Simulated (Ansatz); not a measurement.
**CH₃ClFISi: up Jacob's ladder to CCSD(T)**

One table from this session's results is given with a row withheld; the runs are named, their logs left out.

Computed with Ansatz 0.2.0, Gaussian basis. Level: functionals in def2-TZVPP, the program's frozen cores in correlated methods.

Plan: LDA (SPW92), PBE-D4, revPBE-D4, BLYP-D4, r2SCAN-D4, B97M-V, PBE0-D4, B3LYP-D4, r2SCANh-D4, r2SCAN0-D4, HSE06-D4, BHLYP-D4, CAM-B3LYP-D4, LC-ωPBE, ωB97X-V, ωB97M-V, B2PLYP, PBE-QIDH; CCSD(T)/def2-SVP; CCSD(T)/def2-TZVPP; MP2/def2-QZVPP; extrapolation to the limit; RPA on PBE.

1 further run of the same task is left out (for a known fault of the program).

## The relaxed structure

The geometry comes from an earlier relaxation with PBE0-D4 in a triple-zeta def2 set; it is a stationary point, not always the lowest conformer. I takes the def2 core potential; no spin-orbit term is included.

SMILES `C[Si](F)(Cl)I`, 8 atoms, charge 0, spin multiplicity 1.

Atoms are counted from 1 here; the program's logs count them from 0.

Bond lengths: C1–Si2 1.840 Å, C1–H6 1.093 Å, C1–H7 1.092 Å, C1–H8 1.091 Å, Si2–F3 1.588 Å, Si2–Cl4 2.037 Å, Si2–I5 2.424 Å. Angles: Si2–C1–H6 109.7°, Si2–C1–H7 110.1°, Si2–C1–H8 110.3°, H6–C1–H7 109.1°, H6–C1–H8 108.9°, H7–C1–H8 108.8°, C1–Si2–F3 109.8°, C1–Si2–Cl4 111.0°, C1–Si2–I5 111.9°, F3–Si2–Cl4 107.0°, F3–Si2–I5 107.4°, Cl4–Si2–I5 109.5°.

The first run:

Contents of in.yaml:

```yaml
crystal:
  periodic: [false, false, false]
  atoms:
    - {symbol: C, position_ang: [-0.764663, -0.337300, 0.625597]}
    - {symbol: Si, position_ang: [0.646022, 0.129852, -0.459878]}
    - {symbol: F, position_ang: [1.966710, -0.606984, 0.026090]}
    - {symbol: Cl, position_ang: [0.312811, -0.454316, -2.382934]}
    - {symbol: I, position_ang: [1.083170, 2.513677, -0.401979]}
    - {symbol: H, position_ang: [-0.915591, -1.418836, 0.587940]}
    - {symbol: H, position_ang: [-0.558167, -0.041535, 1.656120]}
    - {symbol: H, position_ang: [-1.678090, 0.158444, 0.293242]}
basis:
  gaussian: {orbitals: def2-TZVPP}
hamiltonian: {xc: lda}
output: {orbitals: {seedname: orbitals}}
```

Launch:

```
$ ansatz run in.yaml --threads 4 --pin off --events-out ev --progress --plain --max-ram 10444MiB
```

Steps of the session up to this table: LDA; PBE-D4 (GGA); revPBE-D4 (GGA); BLYP-D4 (GGA); r2SCAN-D4 (meta-GGA); B97M-V (meta-GGA); B3LYP-D4 (hybrid); r2SCANh-D4 (hybrid); r2SCAN0-D4 (hybrid); HSE06-D4 (hybrid); BHLYP-D4 (hybrid); CAM-B3LYP-D4 (range-separated); LC-ωPBE (range-separated); ωB97X-V (range-separated); ωB97M-V (range-separated); B2PLYP (double hybrid); PBE-QIDH (double hybrid).

One table of the session follows, with a row left open; its other results are not shown here.

It belongs to the step «Frontier levels by functional». 

```
  functional  HOMO (eV)  gap (eV)
 LDA (SPW92)      -6.97      5.35
      PBE-D4      -6.81      5.43
   revPBE-D4      -6.75      5.47
     BLYP-D4      -6.62      5.34
   r2SCAN-D4      -7.12      6.07
      B97M-V      -7.12      6.12
     PBE0-D4      -7.98      7.48
    B3LYP-D4      -7.72      6.98
  r2SCANh-D4      -7.55      6.79
  r2SCAN0-D4      -8.18      7.88
    HSE06-D4          ?         ?
    BHLYP-D4      -8.96      9.42
CAM-B3LYP-D4      -9.23      9.77
     LC-ωPBE     -10.59     12.31
     ωB97X-V     -10.25     11.87
     ωB97M-V     -10.11     11.52
```

**Question.** Estimate the row for HSE06-D4.

**Answer.** HOMO (eV): -7.59; gap (eV): 6.71. In the column «HOMO (eV)» it lies between B3LYP-D4 (-7.72) and r2SCANh-D4 (-7.55).
